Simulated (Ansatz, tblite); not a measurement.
**The cluster W2S4−: a ladder of methods and basis sets**

Aim: run the doublet of the cluster W2S4− at one geometry on many levels, and compare frontier levels, spin and run time.

Method: as each input shows; program: Ansatz 0.2.0, Gaussian basis.

Plan: GFN1-xTB, GFN2-xTB, PBE-D4/def2-TZVPD, r2SCAN-D4/def2-TZVPD, BHLYP-D4/def2-TZVPD, CAM-B3LYP-D4/def2-TZVPD, r2SCAN0-D4/def2-TZVPD, MP2/def2-TZVPD, RPA/def2-TZVPD.

1 further run of the same task is left out (set aside as unsound or not needed). Runs told in other sessions of the task aren't counted.

### Step 1. The structure

The doublet was relaxed beforehand with PBE-D4/def2-SVPD. At that level it is the lowest of the isomers that a small search found.

6 atoms, charge -1, spin multiplicity 2.

Bond lengths: W1–S3 2.199 Å, W1–S4 2.378 Å, W1–S6 2.409 Å, W2–S4 2.378 Å, W2–S5 2.200 Å, W2–S6 2.412 Å. Angles: S3–W1–S4 120.3°, S3–W1–S6 132.4°, S4–W1–S6 99.8°, S4–W2–S5 120.2°, S4–W2–S6 99.8°, S5–W2–S6 132.6°, W1–S4–W2 59.0°, W1–S6–W2 58.2°.

W takes a core potential in the def2 sets. No spin-orbit coupling is included. The ion is computed in the gas phase, without counter-ions or solvent.

PBE0-D4/def2-TZVPD was run before; its log isn't repeated, and its numbers join the tables.

### Step 2. GFN1-xTB

Tight binding, by tblite at 300 K electronic temperature and without a spin-polarisation term:

```python
tblite.interface.Calculator('GFN1-xTB', numbers, positions, charge=-1, uhf=1).singlepoint()
```

Energy -532.9502 eV; 0.008 s.

### Step 3. GFN2-xTB

Tight binding, by tblite at 300 K electronic temperature and without a spin-polarisation term:

```python
tblite.interface.Calculator('GFN2-xTB', numbers, positions, charge=-1, uhf=1).singlepoint()
```

Energy -497.8677 eV; 0.018 s.

### Step 4. PBE-D4/def2-TZVPD

start.molden holds the orbitals of an earlier run on this state, given as this run's starting guess.

The input, in.yaml:

```yaml
crystal:
  periodic: [false, false, false]
  atoms:
    - {symbol: W, position_ang: [1.177390, -0.294229, -0.069731]}
    - {symbol: W, position_ang: [-0.853679, 0.860657, 0.107205]}
    - {symbol: S, position_ang: [1.042532, -2.450902, -0.479342]}
    - {symbol: S, position_ang: [0.501944, 0.571418, 2.039292]}
    - {symbol: S, position_ang: [-2.682064, -0.334866, -0.149719]}
    - {symbol: S, position_ang: [0.813878, 1.647931, -1.447706]}
basis:
  gaussian: {orbitals: def2-TZVPD, initial_orbitals: start.molden}
total_charge: -1
magnetization: {spin_polarized: true, initial_magnetization: 1}
hamiltonian: {xc: pbe, dispersion: d4}
scf: {omitted_lower_state_checks: [starts]}
output: {forces: true, orbitals: {seedname: orbitals}}
```

Started as:

```bash
$ ansatz run in.yaml --threads 4 --pin off --events-out ev --progress --plain --max-ram 4787MiB
```

After this run come: r2SCAN-D4/def2-TZVPD; BHLYP-D4/def2-TZVPD; CAM-B3LYP-D4/def2-TZVPD; r2SCAN0-D4/def2-TZVPD; MP2/def2-TZVPD; RPA/def2-TZVPD.

Before running them: what should the planned runs give, taken together? Wanted: gap in def2-TZVPD, named functionals, smallest and largest; correlation energy, MP2/def2-TZVPD; ⟨S²⟩ in def2-TZVPD, named functionals, smallest and largest.

The runs gave:

```
                                                   quantity                                     value
 gap in def2-TZVPD, named functionals, smallest and largest  0.26 eV (PBE-D4), 4.01 eV (CAM-B3LYP-D4)
                         correlation energy, MP2/def2-TZVPD                                 -39.57 eV
⟨S²⟩ in def2-TZVPD, named functionals, smallest and largest                              0.754, 1.228
```

In words: Orbital gaps of the named functionals in def2-TZVPD span 0.26 eV (PBE-D4) to 4.01 eV (CAM-B3LYP-D4); exact exchange widens it. Over the named functionals in def2-TZVPD spin contamination reaches 0.48 (BHLYP-D4), so some levels may describe another state.
